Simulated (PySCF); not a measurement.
**Ru(OH)₃: doublet, from a trigonal pyramidal start**

Where does doublet Ru(OH)₃ go from a trigonal pyramidal start, is the end point a minimum, and what are its modes, charges and moments?

Method: PBE0, basis Ru def2-TZVP with ECP28, O def2-TZVP, H def2-TZVP, scalar-relativistic core potentials, no spin–orbit coupling, density fitting; program: PySCF 2.14.0.

## 1. Where the work starts

7 atoms, charge 0, spin multiplicity 2.

Bond lengths: Ru1–O2 1.880 Å, Ru1–O3 1.880 Å, Ru1–O4 1.880 Å, O2–H5 0.960 Å, O3–H6 0.960 Å, O4–H7 0.960 Å. Angles: O2–Ru1–O3 99.8°, O2–Ru1–O4 99.8°, O3–Ru1–O4 99.8°, Ru1–O2–H5 130.0°, Ru1–O3–H6 130.0°, Ru1–O4–H7 130.0°.

Z-matrix (Å, degrees; charge 0 multiplicity 2):
```
Ru
O  1 1.8800
O  1 1.8800 2 99.75
O  1 1.8800 2 99.75 3 -101.77
H  2 0.9600 1 130.00 3 140.89
H  3 0.9600 1 130.00 2 39.11
H  4 0.9600 1 130.00 2 140.88
```

## 2. The SCF at the typed geometry

One driver script runs all steps and calls PySCF; scf.py shows how it sets up the SCF of each step. The optimiser is the driver's own. After this first run the driver tries any further starts and a stability analysis.

scf.py

```python
from pyscf import gto, scf, dft
mol = gto.M(atom='''
Ru     0.000000     0.000000     0.000000
O      1.659900     0.000000     0.882600
O     -0.830000     1.437600     0.882600
O     -0.830000    -1.437600     0.882600
H      2.204800    -0.735400     1.172300
H     -0.465500     2.277100     1.172300
H     -1.739300    -1.541700     1.172300''',
    basis={'Ru': 'def2-TZVP', 'O': 'def2-TZVP', 'H': 'def2-TZVP'},
    ecp={'Ru': 'def2-TZVP'},
    charge=0, spin=1)
mf = dft.UKS(mol, xc='PBE0')
mf.grids.atom_grid = (50, 194)
aux = {'Ru': 'def2-universal-JKFIT', 'O': 'def2-universal-JKFIT', 'H': 'def2-universal-JKFIT'}
mf = mf.density_fit(auxbasis=aux)
mf.conv_tol = 1e-08
mf.diis_space = 10
mf.max_cycle = 60
mf.init_guess = 'minao'
mf.verbose = 4
mf.kernel()
```

Launch:

```
$ OMP_NUM_THREADS=4 python axn.py task.json out
```

After this run come: Trigonal pyramidal start, doublet: relaxation; Frequencies.

Before running it: what results should come out? Wanted: minimum; geometry; wavenumbers; dipole moment; highest occupied, lowest empty level; polar-tensor charge of Ru1; zero-point energy; atomisation energy; ⟨S²⟩.

As calculated:

| quantity | value |
| --- | --- |
| minimum | doublet, C3v |
| geometry | O–H 0.966 Å (×3), Ru–O 1.843 Å (×3); H–O–Ru 114.0° (×3), O–Ru–O 120.0° (×3) |
| wavenumbers (cm⁻¹) | 193 (e), 211 (a1), 554 (a2), 641 (e), 706 (a1), 714 (e), 892 (e), 953 (a1), 3759 (e), 3775 (a1) |
| dipole moment | 3.95 D |
| highest occupied, lowest empty level (either spin) | -6.54, -2.90 eV |
| polar-tensor charge of Ru1 | +1.42 e |
| zero-point energy | 111.2 kJ/mol |
| entropy at 298.15 K | 313.5 J/(mol K) |
| atomisation energy (no zero-point energy) | 2309 kJ/mol |
| ⟨S²⟩ | 0.753 |

**Reading.** The trigonal pyramidal start (C3) ends in a minimum of C3v symmetry. In the infrared the band at 714 cm⁻¹ (e) leads. Most of the spin sits on Ru1 (Mulliken spin 1.04, against 1 for the whole molecule). Other starts or spin states, not run here, may lie lower. One determinant may miss the lowest occupation of an open d or f shell.
